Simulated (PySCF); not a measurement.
# H8N4Y (Y(NH2)4-): the cost of one run

The runs use PySCF 2.14.0; several levels, as the steps say, no spin–orbit coupling.

1 further run of the same task is left out (for a known fault of the program).

### Step 1. Starting geometry

13 atoms, charge -1, spin multiplicity 1.

Bond lengths: Y1–N2 2.230 Å, Y1–N5 2.230 Å, Y1–N8 2.230 Å, Y1–N11 2.230 Å, N2–H3 1.021 Å, N2–H4 1.020 Å, N5–H6 1.020 Å, N5–H7 1.021 Å, N8–H9 1.020 Å, N8–H10 1.021 Å, N11–H12 1.021 Å, N11–H13 1.020 Å. Angles: N2–Y1–N5 111.1°, N2–Y1–N8 106.3°, N2–Y1–N11 111.1°, N5–Y1–N8 111.1°, N5–Y1–N11 106.3°, N8–Y1–N11 111.1°, Y1–N2–H3 124.1°, Y1–N2–H4 130.4°, H3–N2–H4 105.3°, Y1–N5–H6 130.4°, Y1–N5–H7 124.1°, H6–N5–H7 105.3°, Y1–N8–H9 130.4°, Y1–N8–H10 124.1°, H9–N8–H10 105.3°, Y1–N11–H12 124.1°, Y1–N11–H13 130.4°, H12–N11–H13 105.3°.

Geometry (Å):

| atom | x (Å) | y (Å) | z (Å) |
| --- | --- | --- | --- |
| Y1 | 0.00006 | 0.00000 | 0.00000 |
| N2 | 1.33769 | 1.31891 | 1.20232 |
| H3 | 2.19962 | 1.00460 | 1.65067 |
| H4 | 1.29032 | 2.32137 | 1.38190 |
| N5 | -1.33752 | -1.20239 | 1.31891 |
| H6 | -1.29015 | -1.38194 | 2.32136 |
| H7 | -2.19999 | -1.65029 | 1.00449 |
| N8 | 1.33769 | -1.31891 | -1.20232 |
| H9 | 1.29032 | -2.32137 | -1.38190 |
| H10 | 2.19962 | -1.00460 | -1.65067 |
| N11 | -1.33752 | 1.20239 | -1.31891 |
| H12 | -2.19999 | 1.65029 | -1.00449 |
| H13 | -1.29015 | 1.38194 | -2.32136 |

Formal oxidation states: Y +3. An earlier session relaxed this geometry at PBE0, Y def2-SVP with ECP28, N def2-SVP, H def2-SVP (singlet, point group S4).

At PBE0 on the finer grid: E = -261.853381 Eh, HOMO -1.15 eV, LUMO 3.84 eV, Mulliken charge on Y1 +0.55 e, largest force component 0.014 eV/Å. 

Levels to run: TPSSh; BLYP; PBE0, TZVP. Hardware: 2 threads of Intel Xeon 6975P-C (Granite Rapids), shared host.

### Step 2. TPSSh

The input, run.py (the lines that set the calculation):

```python
mol = gto.M(atom='''
Y      0.00006     0.00000     0.00000
N      1.33769     1.31891     1.20232
H      2.19962     1.00460     1.65067
H      1.29032     2.32137     1.38190
N     -1.33752    -1.20239     1.31891
H     -1.29015    -1.38194     2.32136
H     -2.19999    -1.65029     1.00449
N      1.33769    -1.31891    -1.20232
H      1.29032    -2.32137    -1.38190
H      2.19962    -1.00460    -1.65067
N     -1.33752     1.20239    -1.31891
H     -2.19999     1.65029    -1.00449
H     -1.29015     1.38194    -2.32136''',
    basis={'Y': 'def2-SVP', 'N': 'def2-SVP', 'H': 'def2-SVP'},
    ecp={'Y': 'def2-SVP'},
    charge=-1, spin=0)
mf = dft.RKS(mol, xc='TPSSH')
mf.grids.atom_grid = (75, 302)
mf = mf.density_fit()  # fitting sets: Y def2-universal-JKFIT, N def2-universal-JKFIT, H def2-universal-JKFIT
mf.conv_tol = 1e-08; mf.max_cycle = 55
mf.kernel(dm0)  # dm0: the density of the relaxed state
```

On the command line:

```console
$ OMP_NUM_THREADS=2 python run.py
```

**Question.** How long does this run take on 2 threads of Intel Xeon 6975P-C (Granite Rapids), shared host?

About 12 s.
